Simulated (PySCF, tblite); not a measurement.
**C₅H₁₄GeSSi: geometry, infrared bands and NMR shifts**

What infrared bands and NMR shifts should C₅H₁₄GeSSi (`CC(=S)C[C@](C)([SiH3])[GeH3]`) show?

The runs use tblite 0.8.0 and PySCF 2.14.0, with density-fitted response routines of our own; the level of theory stands in each step. All values are computed, except where a source is named. Atoms are numbered from 0 throughout.

### 1 The molecule as given

22 atoms, charge 0, multiplicity 1; geometry from: force field or distance geometry start.

Bonds of the start (Å): C0–C1 1.51, C1–S2 1.44, C1–C3 1.45, C3–C4 1.47, C4–C5 1.50, C4–Si6 1.89, C4–Ge7 1.91, C0–H8 1.12, C0–H9 1.12, C0–H10 1.09, C3–H11 1.11, C3–H12 1.11, C5–H13 1.11, C5–H14 1.12, C5–H15 1.12, Si6–H16 1.46, Si6–H17 1.46, Si6–H18 1.48, Ge7–H19 1.56, Ge7–H20 1.53, Ge7–H21 1.56.

### 2 Relaxing the molecule with GFN2-xTB

The job: settings as JSON, then the geometry in Å.

```
{"job": {"kind": "relax", "xc": "GFN2-xTB", "basis": "xTB"}, "charge": 0, "multiplicity": 1}
C      2.619400    -0.199300     0.641600
C      1.785400     0.808300    -0.112800
S      2.293300     2.159900    -0.074200
C      0.562600     0.526900    -0.842300
C     -0.596400    -0.035900    -0.132700
C     -0.284900    -1.365600     0.491100
Si    -1.872200    -0.393200    -1.487100
Ge    -1.469100     1.060900     1.164200
H      3.592600     0.251500     0.962500
H      2.872000    -1.022300    -0.078200
H      2.084300    -0.626000     1.494700
H      0.246200     1.474900    -1.336200
H      0.794800    -0.153800    -1.694100
H      0.617300    -1.808100     0.016500
H     -0.212200    -1.296500     1.605900
H     -1.176500    -2.012200     0.301500
H     -1.403500    -1.573200    -2.217400
H     -1.894000     0.796700    -2.328600
H     -3.192100    -0.596600    -0.853900
H     -2.499700     1.959000     0.421800
H     -0.541400     1.945500     2.008600
H     -2.336300     0.118400     2.048400
```

Started as:

```console
OMP_NUM_THREADS=1 python probes_run.py task.json out
```

One launch serves the whole session: the jobs run in the order shown.

Log:

```text
step      E/eV     max force
  0    -670.46989   13.602
  1    -671.18907    6.621
  2    -671.65223    3.813
  3    -671.84323    2.456
  4    -671.90796    0.600
  5    -671.94846    0.479
  6    -672.00794    0.544
  7    -672.02623    0.504
  8    -672.05716    0.292
  9    -672.07520    0.432
 10    -672.09212    0.325
 11    -672.10373    0.240
 12    -672.11324    0.209
 13    -672.12072    0.240
 14    -672.12766    0.223
 15    -672.13482    0.231
 16    -672.14227    0.178
 17    -672.14959    0.249
 18    -672.15706    0.245
 19    -672.16535    0.192
 20    -672.17488    0.222
 21    -672.18486    0.246
 22    -672.19457    0.216
 23    -672.20503    0.229
 24    -672.21710    0.215
 25    -672.23023    0.304
 26    -672.24240    0.306
 27    -672.25161    0.182
 28    -672.25779    0.155
 29    -672.26278    0.146
 30    -672.26755    0.179
 31    -672.27185    0.151
 32    -672.27527    0.131
 33    -672.27765    0.131
 34    -672.28112    0.143
 35    -672.28652    0.147
 36    -672.29115    0.188
 37    -672.29597    0.183
 38    -672.29950    0.110
 39    -672.30246    0.119
 40    -672.30543    0.125
 41    -672.30900    0.206
 42    -672.31282    0.217
 43    -672.31675    0.156
 44    -672.32102    0.128
 45    -672.32610    0.175
 46    -672.33240    0.292
 47    -672.33899    0.282
 48    -672.34079    0.335
 49    -672.34943    0.181
 50    -672.35382    0.137
 51    -672.36054    0.144
 52    -672.36445    0.165
 53    -672.36989    0.181
 54    -672.37490    0.166
 55    -672.37929    0.105
 56    -672.38250    0.115
 57    -672.38549    0.134
 58    -672.38845    0.167
 59    -672.39157    0.186
 60    -672.39483    0.122
 61    -672.39720    0.085
 62    -672.39866    0.072
 63    -672.39996    0.075
 64    -672.40084    0.060
 65    -672.40155    0.081
 66    -672.40220    0.080
 67    -672.40287    0.076
 68    -672.40350    0.063
 69    -672.40410    0.049
 70    -672.40463    0.065
 71    -672.40511    0.062
 72    -672.40550    0.052
 73    -672.40582    0.038
 74    -672.40611    0.039
 75    -672.40641    0.042
 76    -672.40676    0.051
 77    -672.40711    0.057
 78    -672.40745    0.051
 79    -672.40774    0.037
 80    -672.40798    0.037
 81    -672.40821    0.035
 82    -672.40847    0.036
 83    -672.40883    0.038
 84    -672.40931    0.066
 85    -672.40986    0.076
 86    -672.41039    0.056
 87    -672.41084    0.048
 88    -672.41126    0.047
 89    -672.41175    0.056
 90    -672.41234    0.065
 91    -672.41292    0.051
 92    -672.41331    0.038
 93    -672.41352    0.028
 94    -672.41369    0.033
 95    -672.41388    0.039
 96    -672.41409    0.046
 97    -672.41435    0.042
 98    -672.41466    0.055
 99    -672.41512    0.076
100    -672.41588    0.081
101    -672.41687    0.086
102    -672.41790    0.071
103    -672.41875    0.064
104    -672.41938    0.077
105    -672.42010    0.085
106    -672.42124    0.093
107    -672.42228    0.077
108    -672.42313    0.094
109    -672.42393    0.073
110    -672.42457    0.065
111    -672.42521    0.068
112    -672.42589    0.070
113    -672.42661    0.069
114    -672.42737    0.069
115    -672.42808    0.068
116    -672.42872    0.050
117    -672.42924    0.055
118    -672.42955    0.040
119    -672.42976    0.033
120    -672.42996    0.031
121    -672.43018    0.030
122    -672.43036    0.027
123    -672.43052    0.024
124    -672.43065    0.021
125    -672.43079    0.029
126    -672.43092    0.027
127    -672.43101    0.019
128    -672.43108    0.022
129    -672.43116    0.025
130    -672.43126    0.025
131    -672.43136    0.024
132    -672.43144    0.017
133    -672.43148    0.014
134    -672.43151    0.015
135    -672.43154    0.017
136    -672.43157    0.013
137    -672.43160    0.010
```

Wall time 2.7 s (1 thread of Arm Neoverse N1, shared host); peak memory 0.18 GiB.

Along the way: (not every step is listed)

```
step  energy from step 0 (eV)  largest force (eV/Å)
   0                   0.0000               13.6020
   1                  -0.7192                6.6210
   2                  -1.1823                3.8134
   3                  -1.3733                2.4560
   4                  -1.4381                0.6004
   5                  -1.4786                0.4792
   6                  -1.5380                0.5444
   7                  -1.5563                0.5035
   8                  -1.5873                0.2924
  20                  -1.7050                0.2222
  32                  -1.8054                0.1310
  44                  -1.8511                0.1277
  56                  -1.9126                0.1150
  68                  -1.9336                0.0629
  80                  -1.9381                0.0370
  92                  -1.9434                0.0385
 104                  -1.9495                0.0772
 116                  -1.9588                0.0497
 128                  -1.9612                0.0219
 132                  -1.9615                0.0165
 133                  -1.9616                0.0142
 134                  -1.9616                0.0149
 135                  -1.9617                0.0170
 136                  -1.9617                0.0130
 137                  -1.9617                0.0098
```

Close pairs (by a distance rule), those that changed most:

```
   bond  before (Å)  after (Å)  change (Å)
  C1–S2       1.444      1.627      +0.183
 C4–Ge7       1.910      2.005      +0.095
  C3–C4       1.471      1.540      +0.069
Ge7–H19       1.556      1.493      -0.063
Ge7–H21       1.556      1.510      -0.046
  C1–C3       1.451      1.489      +0.037
Ge7–H20       1.535      1.499      -0.036
  C0–H9       1.122      1.088      -0.035
```

The end geometry stands in the next job.

### 3 Infrared spectrum with GFN2-xTB

The job: settings as JSON, then the geometry in Å.

```
{"job": {"kind": "ir", "xc": "GFN2-xTB", "basis": "xTB"}, "charge": 0, "multiplicity": 1}
C      2.842554    -0.134132     0.346739
C      1.663298     0.760559     0.176574
S      1.488903     2.086142     1.104279
C      0.622394     0.413536    -0.829572
C     -0.662845    -0.117824    -0.169238
C     -0.372144    -1.374237     0.644573
Si    -1.914889    -0.517765    -1.560982
Ge    -1.506392     1.244428     1.036015
H      3.759554     0.453350     0.333137
H      2.889582    -0.900955    -0.423143
H      2.798116    -0.620416     1.322330
H      0.364168     1.315974    -1.391908
H      1.009244    -0.333092    -1.529875
H      0.090563    -2.148391     0.030757
H      0.294133    -1.159858     1.482365
H     -1.298649    -1.776274     1.054502
H     -1.280471    -1.493961    -2.454438
H     -2.217148     0.707657    -2.301083
H     -3.121209    -1.096765    -0.974178
H     -1.565802     2.615677     0.448513
H     -0.953349     1.286063     2.428418
H     -2.940020     0.809668     1.225366
```

Log:

```text
mode    cm-1     km/mol
  1    -127.6      1.05
  2      35.9      3.29
  3      81.5      9.97
  4     121.0      1.09
  5     128.1      0.67
  6     153.7      0.35
  7     183.0      0.91
  8     222.5      0.46
  9     239.5      1.98
 10     256.9      0.20
 11     269.5      0.64
 12     312.0      0.60
 13     376.2      6.86
 14     398.2      1.58
 15     437.3      3.43
 16     481.1     29.97
 17     513.3     15.21
 18     517.7     36.03
 19     552.6    104.11
 20     590.1     78.82
 21     743.1      8.79
 22     760.5    189.00
 23     767.7    439.95
 24     779.1    178.17
 25     785.8     66.30
 26     794.5    300.77
 27     841.3    190.45
 28     912.2    105.53
 29     917.6     26.93
 30     939.3     13.12
 31     980.3      9.48
 32     987.9      1.45
 33    1068.4     12.50
 34    1107.7     14.60
 35    1130.3      4.41
 36    1181.6     25.43
 37    1227.0     69.61
 38    1268.5     32.54
 39    1311.7     35.79
 40    1385.5     30.36
 41    1418.3      5.32
 42    1449.4      5.69
 43    1459.1      2.95
 44    1471.0      3.08
 45    1499.7      2.10
 46    1509.0      1.72
 47    1922.2    237.92
 48    2001.0    432.86
 49    2070.5    360.99
 50    2229.8    310.21
 51    2262.4    240.25
 52    2281.0    331.15
 53    2932.7     41.72
 54    2941.7     13.84
 55    2970.9     45.79
 56    2984.2     42.37
 57    2988.7      4.56
 58    3002.9     19.08
 59    3020.4      4.25
 60    3030.9     20.29
```

Run time: 2.2 s. Hardware: 1 thread of Arm Neoverse N1, shared host; peak memory 0.18 GiB.

The strongest bands and the atoms that carry them (share of the mass-weighted mode):

```
cm⁻¹  km/mol                                   atoms
 768   439.9  H17 26 %, H20 17 %, H19 17 %, H16 15 %
 794   300.8            H16 27 %, H18 24 %, H17 17 %
1922   237.9            H21 72 %, H20 17 %, H19 10 %
2001   432.9            H20 63 %, H21 25 %, H19 10 %
2070   361.0                      H19 78 %, H20 19 %
2230   310.2                                H16 97 %
2262   240.2                                H17 94 %
2281   331.1                                H18 94 %
```

### 4 Shielding tensors: PBE0/pcSseg-1

The job, as its differences from that of step 3:

```diff
@@ -1,2 +1,2 @@
-{"job": {"kind": "ir", "xc": "GFN2-xTB", "basis": "xTB"}, "charge": 0, "multiplicity": 1}
+{"job": {"kind": "nmr", "xc": "PBE0", "basis": "pcSseg-1"}, "charge": 0, "multiplicity": 1}
 C      2.842554    -0.134132     0.346739
```

With the program's defaults for keys left out, this is: GIAO PBE0/pcSseg-1 NMR shielding, non-relativistic, gas phase.

Log:

```text
coarse grid: 80656 points
cycle   1  E = -2962.4771900874  dE =  8.423e-03  |g| = 9.176e-01  |ddm| = 4.342e+00
cycle   2  E = -2962.4262308514  dE =  5.096e-02  |g| = 9.850e-01  |ddm| = 1.244e+00
cycle   3  E = -2962.5465631764  dE = -1.203e-01  |g| = 2.276e-01  |ddm| = 9.092e-01
cycle   4  E = -2962.5581447509  dE = -1.158e-02  |g| = 9.704e-02  |ddm| = 3.364e-01
cycle   5  E = -2962.5603670594  dE = -2.222e-03  |g| = 2.143e-02  |ddm| = 1.280e-01
cycle   6  E = -2962.5604892338  dE = -1.222e-04  |g| = 5.030e-03  |ddm| = 2.861e-02
cycle   7  E = -2962.5604948899  dE = -5.656e-06  |g| = 1.322e-03  |ddm| = 6.938e-03
final grid: 167960 points
cycle   8  E = -2962.5604154923  dE = -4.192e-08  |g| = 1.691e-03  |ddm| = 5.755e-03
cycle   9  E = -2962.5604145455  dE =  9.469e-07  |g| = 2.624e-03  |ddm| = 5.122e-03
cycle  10  E = -2962.5604161363  dE = -1.591e-06  |g| = 4.873e-04  |ddm| = 3.125e-03
cycle  11  E = -2962.5604161999  dE = -6.353e-08  |g| = 8.734e-05  |ddm| = 6.394e-04
cycle  12  E = -2962.5604162017  dE = -1.791e-09  |g| = 1.638e-05  |ddm| = 1.130e-04
cycle  13  E = -2962.5604162017  dE = -5.321e-11  |g| = 6.759e-06  |ddm| = 2.217e-05
converged SCF energy = -2962.5604162017

GIAO shielding tensors (ppm)
atom      isotropic    diamagn.    paramagn.     s11        s22        s33       span
  0 C      142.027     247.651    -105.624    114.920    127.008    184.153     69.233
  1 C      -91.948     260.165    -352.113   -255.940   -159.364    139.460    395.401
  2 S     -394.942    1058.763   -1453.705  -1469.340   -398.877    683.390   2152.730
  3 C      123.291     250.256    -126.965     99.873    125.109    144.892     45.019
  4 C      166.358     251.885     -85.528    143.564    174.744    180.765     37.201
  5 C      164.758     248.399     -83.641    148.295    161.155    184.823     36.528
  6 Si     398.463     881.293    -482.830    354.377    369.235    471.775    117.398
  7 Ge    1540.269    2755.758   -1215.489   1416.745   1504.904   1699.158    282.413
  8 H       28.389      27.510       0.879     24.320     27.245     33.600      9.280
  9 H       28.653      30.327      -1.674     24.705     29.120     32.133      7.427
 10 H       28.788      28.908      -0.120     27.026     27.128     32.209      5.182
 11 H       28.572      33.038      -4.466     25.038     26.908     33.771      8.733
 12 H       28.318      33.899      -5.580     24.085     28.407     32.462      8.377
 13 H       30.743      32.054      -1.310     26.939     27.511     37.780     10.841
 14 H       30.610      32.181      -1.571     26.660     28.799     36.371      9.711
 15 H       30.396      31.509      -1.113     25.568     28.188     37.431     11.863
 16 H       27.848      30.038      -2.190     24.060     26.067     33.418      9.358
 17 H       27.702      30.090      -2.388     23.743     25.929     33.434      9.691
 18 H       27.720      30.168      -2.448     23.866     25.940     33.353      9.487
 19 H       27.566      30.318      -2.753     20.973     22.562     39.162     18.189
 20 H       28.226      30.018      -1.792     21.562     24.628     38.487     16.925
 21 H       28.108      30.537      -2.429     20.797     23.848     39.677     18.880
```

Run time: 2.8 min. Hardware: 1 thread of Arm Neoverse N1, shared host; peak memory 1.2 GiB.

Shifts follow as δ = σ(reference) − σ, with reference shieldings (ppm) from runs at the same level and on the same kind of geometry: 1H TMS 31.72, 13C TMS 186.9, 29Si TMS 349.2, 33S CS2 504, 73Ge GeMe4 1331. The references are single molecules in the gas phase. Atoms listed in one row are averaged.

```
        atoms                                       environment  σ (ppm)  δ (ppm)
           C1                               thiocarbonyl carbon    -91.9    278.9
           C3                                           sp3 CH2    123.3     63.6
           C0                                     methyl carbon    142.0     44.9
           C5                                     methyl carbon    164.8     22.2
           C4  fully substituted sp3 carbon bonded to Ge and Si    166.4     20.6
H16, H17, H18                 hydrogen on a silicon bonded to C    27.76     3.96
H19, H20, H21               hydrogen on a germanium bonded to C    27.97     3.75
          H12                            hydrogen on an sp3 CH2    28.32     3.40
          H11                            hydrogen on an sp3 CH2    28.57     3.14
  H8, H9, H10                       hydrogen on a methyl carbon    28.61     3.11
H13, H14, H15                       hydrogen on a methyl carbon    30.58     1.13
           S2                                     thione sulfur     -395      899
          Si6                          silicon bonded to C, 3 H    398.5    -49.3
          Ge7                        germanium bonded to C, 3 H     1540     -209
```

Charges from the same density, by scheme (e):

```
atoms  Mulliken    IAO  Hirshfeld  ESP fit
   C0     -0.14  -0.44      -0.12    -0.69
   C1     -0.41  -0.01       0.07     0.20
   S2     -0.03  -0.08      -0.07    -0.23
   C3      0.02  -0.27      -0.08     0.16
   C4     -0.97  -0.41      -0.12    -0.05
   C5     -0.15  -0.41      -0.12    -0.68
  Si6      0.53   0.59       0.30     0.28
  Ge7      0.24   0.43       0.26     0.27
```

Mayer bond orders: C0–C1 1.01, C1–S2 1.89, C1–C3 0.98, C3–C4 0.98, C4–C5 1.00, C4–Si6 0.86, C4–Ge7 0.82.

The fields below are evaluated on a grid from the run's orbitals.

Frontier orbitals at PBE0/pcSseg-1, with the share of their density that lies nearest to each atom:

```
orbital  energy (eV)           lies on
   HOMO        -6.48           S2 75 %
   LUMO        -2.23  C1 41 %; S2 34 %
```

ELF in a plane through or near 5 of the atoms.

Values, 10 rows by 14 columns:
```
0.00 0.00 0.00 0.00 0.00 0.00 0.00 0.00 0.00 0.00 0.00 0.00 0.00 0.00
0.00 0.00 0.00 0.00 0.05 0.04 0.01 0.01 0.03 0.01 0.00 0.00 0.00 0.00
0.00 0.00 0.00 0.53 0.84 0.78 0.54 0.07 0.62 0.37 0.04 0.00 0.00 0.00
0.00 0.00 0.00 0.53 0.91 0.69 0.86 0.22 0.18 0.44 0.21 0.02 0.00 0.00
0.00 0.00 0.84 0.53 0.30 0.34 0.29 0.30 0.56 0.11 0.01 0.00 0.00 0.00
0.00 0.03 0.99 0.98 0.65 0.64 0.44 0.89 0.77 0.27 0.31 0.10 0.00 0.00
0.00 0.00 0.03 0.59 0.97 0.12 0.99 0.13 0.39 0.71 0.25 0.26 0.01 0.00
0.00 0.00 0.00 0.09 0.20 0.01 0.41 0.02 1.00 1.00 0.34 0.01 0.00 0.00
0.00 0.00 0.00 0.00 0.00 0.00 0.00 0.04 0.97 0.98 0.17 0.00 0.00 0.00
0.00 0.00 0.00 0.00 0.00 0.00 0.00 0.00 0.00 0.00 0.00 0.00 0.00 0.00
```
The map spans 12.7 Å across and 10.6 Å up, centred on the molecule. Atoms in the plane (x, y in Å): C1 (-1.7, 0.4), S2 (-1.7, 2.0), Si6 (2.2, -1.2), H8 (-3.8, 0.0), H16 (1.7, -2.6).

On the surface of density 0.002 e/bohr³ the electrostatic potential runs, from the 1st to the 99th percentile, from -0.93 V near S2 to 1.07 V near H9.

### 5 Results

| quantity | value |
| --- | --- |
| strongest single infrared mode (GFN2-xTB) | 768 cm⁻¹, 440 km/mol |
| zero-point energy (GFN2-xTB) | 101.8 kcal/mol |
| 13C shifts against TMS (PBE0/pcSseg-1) | 278.9, 63.6, 44.9, 22.2, 20.6 ppm |
| 1H shifts against TMS (PBE0/pcSseg-1, means over atoms taken as alike) | 3.96, 3.75, 3.40, 3.14, 3.11, 1.13 ppm |
| 33S shifts against CS2 (PBE0/pcSseg-1) | 899 ppm |
| 29Si shifts against TMS (PBE0/pcSseg-1) | -49.3 ppm |
| 73Ge shifts against GeMe4 (PBE0/pcSseg-1) | -209 ppm |
| surface potential, 1st and 99th percentile | -0.93 V and 1.07 V |

The optimisation took 137 steps and gained 1.962 eV; among the close pairs (by a distance rule), C1–S2 changed most, from 1.444 to 1.627 Å. The lowest mode is imaginary (128i cm⁻¹), so the xTB geometry is not a minimum. The strongest single mode, at 768 cm⁻¹, has its largest shares on H17, H20, H19 and H16 (the list is cut at 4 atoms). GFN2-xTB is a fitted tight-binding method: band positions and strengths are rough. Its intensities can rank the bands wrongly. C1 (thiocarbonyl carbon) lies farthest downfield among carbon, at 278.9 ppm; the small n→π* gap of C=S deshields it strongly. At PBE0/pcSseg-1: Shielding is most anisotropic at S2 (span 2153 ppm, paramagnetic term -1454 ppm). By nearest atom (PBE0/pcSseg-1), the HOMO sits on S2 75 % and the LUMO on C1 41 %; S2 34 %. Spin-orbit coupling is left out, which matters for shieldings and couplings at and beside the heavy atoms.
